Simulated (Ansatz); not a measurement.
# GaNH6: one species, many methods

An exercise on one series of results from a longer session: the logs are not shown, and one member is left open.

Computed with Ansatz 0.2.0, Gaussian basis. Level: functionals in def2-TZVPP, the program's frozen cores in correlated methods.

Levels to be run: LDA (SPW92), PBE-D4, revPBE-D4, BLYP-D4, r2SCAN-D4, B97M-V, PBE0-D4, B3LYP-D4, r2SCANh-D4, r2SCAN0-D4, HSE06-D4, BHLYP-D4, CAM-B3LYP-D4, LC-ωPBE, ωB97X-V, ωB97M-V, B2PLYP, PBE-QIDH; CCSD(T)/def2-SVP; CCSD(T)/def2-TZVPP; MP2/def2-QZVPP; extrapolation to the limit; RPA on PBE.

### The geometry

The geometry comes from an earlier relaxation with PBE0-D4 in a triple-zeta def2 set; it is a stationary point, not always the lowest conformer.

SMILES `[NH3+][GaH3-]`, 8 atoms, charge 0, spin multiplicity 1.

Atoms are counted from 1 here; the program's logs count them from 0.

Bond lengths: N1–Ga2 2.151 Å, N1–H3 1.013 Å, N1–H4 1.013 Å, N1–H5 1.013 Å, Ga2–H6 1.582 Å, Ga2–H7 1.582 Å, Ga2–H8 1.582 Å. Angles: Ga2–N1–H3 110.7°, Ga2–N1–H4 110.7°, Ga2–N1–H5 110.7°, H3–N1–H4 108.2°, H3–N1–H5 108.2°, H4–N1–H5 108.2°, N1–Ga2–H6 98.3°, N1–Ga2–H7 98.3°, N1–Ga2–H8 98.3°, H6–Ga2–H7 118.0°, H6–Ga2–H8 118.0°, H7–Ga2–H8 118.0°.

Set-up of the first run:

in.yaml reads:

```yaml
crystal:
  periodic: [false, false, false]
  atoms:
    - {symbol: N, position_ang: [-0.313318, -0.153571, -0.970204]}
    - {symbol: Ga, position_ang: [0.367156, 0.153185, 1.047535]}
    - {symbol: H, position_ang: [-0.334477, 0.723188, -1.477993]}
    - {symbol: H, position_ang: [-1.247374, -0.546623, -0.977022]}
    - {symbol: H, position_ang: [0.302322, -0.790420, -1.462549]}
    - {symbol: H, position_ang: [-0.755243, 1.164497, 1.515601]}
    - {symbol: H, position_ang: [1.800225, 0.736159, 0.718800]}
    - {symbol: H, position_ang: [0.273010, -1.343516, 1.550133]}
basis:
  gaussian: {orbitals: def2-TZVPP}
hamiltonian: {xc: lda}
output: {orbitals: {seedname: orbitals}}
```

Among the steps run: LDA; PBE-D4 (GGA); revPBE-D4 (GGA); BLYP-D4 (GGA); r2SCAN-D4 (meta-GGA); B97M-V (meta-GGA); PBE0-D4 (hybrid); B3LYP-D4 (hybrid); r2SCANh-D4 (hybrid); r2SCAN0-D4 (hybrid); HSE06-D4 (hybrid); BHLYP-D4 (hybrid); CAM-B3LYP-D4 (range-separated); LC-ωPBE-D4 (range-separated; the results give it without D4); ωB97X-V (range-separated); ωB97M-V (range-separated); B2PLYP (double hybrid); PBE-QIDH (double hybrid).

One table of the session follows, with a row left open; its other results are not shown here.

It belongs to the step «Orbital energies across the functionals». 

| functional | HOMO (eV) | gap (eV) |
| --- | --- | --- |
| LDA (SPW92) | ? | ? |
| PBE-D4 | -6.24 | 5.17 |
| revPBE-D4 | -6.21 | 5.20 |
| BLYP-D4 | -6.15 | 5.05 |
| r2SCAN-D4 | -6.55 | 6.16 |
| B97M-V | -6.65 | 5.76 |
| PBE0-D4 | -7.48 | 7.23 |
| B3LYP-D4 | -7.30 | 6.70 |
| r2SCANh-D4 | -7.01 | 6.85 |
| r2SCAN0-D4 | -7.69 | 7.87 |
| HSE06-D4 | -7.08 | 6.46 |
| BHLYP-D4 | -8.67 | 9.02 |
| CAM-B3LYP-D4 | -8.89 | 9.39 |
| LC-ωPBE | -10.27 | 12.07 |
| ωB97X-V | -9.93 | 11.52 |
| ωB97M-V | -9.74 | 10.91 |

**Question.** Estimate the row for LDA (SPW92).

**Answer.** HOMO (eV): -6.29; gap (eV): 5.11. In the column «HOMO (eV)» it lies between r2SCAN-D4 (-6.55) and PBE-D4 (-6.24).
